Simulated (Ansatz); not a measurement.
# NaGaH2 (SMILES [Na][GaH2]): one structure at several levels

The atoms stand at a structure displaced at random from a GFN2-xTB minimum. How far do the functionals agree with CCSD(T) there?

The runs use Ansatz 0.2.0, Gaussian basis; single points in def2-TZVPP.

Cores are frozen in the correlated methods. Filled d shells of the heavier atoms are correlated. The outer core shell of Li, Na, Mg and K is correlated.

**1. Starting geometry**

SMILES `[Na][GaH2]`, 4 atoms, charge 0, spin multiplicity 1.

Atoms are counted from 1 here; the program's logs count them from 0.

Bond lengths: Na1–Ga2 2.667 Å, Ga2–H3 1.616 Å, Ga2–H4 1.672 Å. Angles: Na1–Ga2–H3 134.3°, Na1–Ga2–H4 130.1°, H3–Ga2–H4 95.6°.

As a file:

```xyz
4
GaH2Na
Na   -2.1039    0.8012   -1.2000
Ga    0.0776   -0.0748    0.0592
H     0.6692   -1.5382    0.4061
H     1.2838    0.7780    0.8421
```

**2. CCSD(T)/def2-TZVPP**

The input, run/in.yaml:

```yaml
crystal:
  periodic: [false, false, false]
  atoms:
    - {symbol: Na, position_ang: [-2.103900, 0.801200, -1.200000]}
    - {symbol: Ga, position_ang: [0.077600, -0.074800, 0.059200]}
    - {symbol: H, position_ang: [0.669200, -1.538200, 0.406100]}
    - {symbol: H, position_ang: [1.283800, 0.778000, 0.842100]}
basis:
  gaussian: {orbitals: def2-TZVPP}
correlation: {method: ccsd_t}
output: {forces: true}
```

The command line of these runs was not kept.

**3. PBE0-D4/def2-TZVPP**

Edit run/in.yaml of step 2 so:

```diff
@@ -9,3 +9,3 @@
   gaussian: {orbitals: def2-TZVPP}
-correlation: {method: ccsd_t}
-output: {forces: true}
+hamiltonian: {xc: pbe0, dispersion: d4}
+output: {forces: true, orbitals: {seedname: orbitals}}
```

**4. wB97M-V/def2-TZVPP**

Edit run/in.yaml of step 3 so:

```diff
@@ -9,3 +9,3 @@
   gaussian: {orbitals: def2-TZVPP}
-hamiltonian: {xc: pbe0, dispersion: d4}
-output: {forces: true, orbitals: {seedname: orbitals}}
+hamiltonian: {xc: {name: wB97M-V}}
+output: {forces: true}
```

**5. r2SCAN-D4/def2-TZVPP**

Edit run/in.yaml of step 4 so:

```diff
@@ -9,3 +9,3 @@
   gaussian: {orbitals: def2-TZVPP}
-hamiltonian: {xc: {name: wB97M-V}}
+hamiltonian: {xc: r2scan, dispersion: d4}
 output: {forces: true}
```

**6. PBE-D4/def2-TZVPP**

Edit run/in.yaml of step 5 so:

```diff
@@ -9,3 +9,3 @@
   gaussian: {orbitals: def2-TZVPP}
-hamiltonian: {xc: r2scan, dispersion: d4}
+hamiltonian: {xc: pbe, dispersion: d4}
 output: {forces: true}
```

**7. LC-wPBE/def2-TZVPP**

Edit run/in.yaml of step 6 so:

```diff
@@ -9,3 +9,3 @@
   gaussian: {orbitals: def2-TZVPP}
-hamiltonian: {xc: pbe, dispersion: d4}
+hamiltonian: {xc: {name: LC-wPBE}}
 output: {forces: true}
```

**8. revPBE-D4/def2-TZVPP**

Edit run/in.yaml of step 7 so:

```diff
@@ -9,3 +9,3 @@
   gaussian: {orbitals: def2-TZVPP}
-hamiltonian: {xc: {name: LC-wPBE}}
+hamiltonian: {xc: {name: revPBE}, dispersion: d4}
 output: {forces: true}
```

(Steps that only read results are left out.)

**Question.** What will these runs give? Wanted: energy less free atoms, CCSD(T)/def2-TZVPP; RMS force component; RMS force error; HOMO and LUMO, PBE0-D4; T1 diagnostic.

The runs gave:

| quantity | value |
| --- | --- |
| energy less free atoms, CCSD(T)/def2-TZVPP | -614.2 kJ/mol |
| RMS force component | 0.393 to 0.530 eV/Å over the methods |
| RMS force error | PBE0-D4 0.034, wB97M-V 0.025, r2SCAN-D4 0.024, PBE-D4 0.105, LC-wPBE 0.076, revPBE-D4 0.126 eV/Å |
| HOMO and LUMO, PBE0-D4 | -5.10 and -1.52 eV |
| T1 diagnostic | 0.012 |

In words: Against CCSD(T) the functionals' energies less atoms differ by -5.4 to +22.9 kJ/mol, PBE-D4 by +12.1 kJ/mol. A larger basis would deepen the CCSD(T) value, while the functionals are nearly converged already, so the order here is not reliable. The forces of r2SCAN-D4 come nearest to CCSD(T), those of revPBE-D4 are farthest. Frozen-core CCSD(T) forces in triple zeta carry basis errors of their own, and this is one geometry, so small gaps rank nothing.
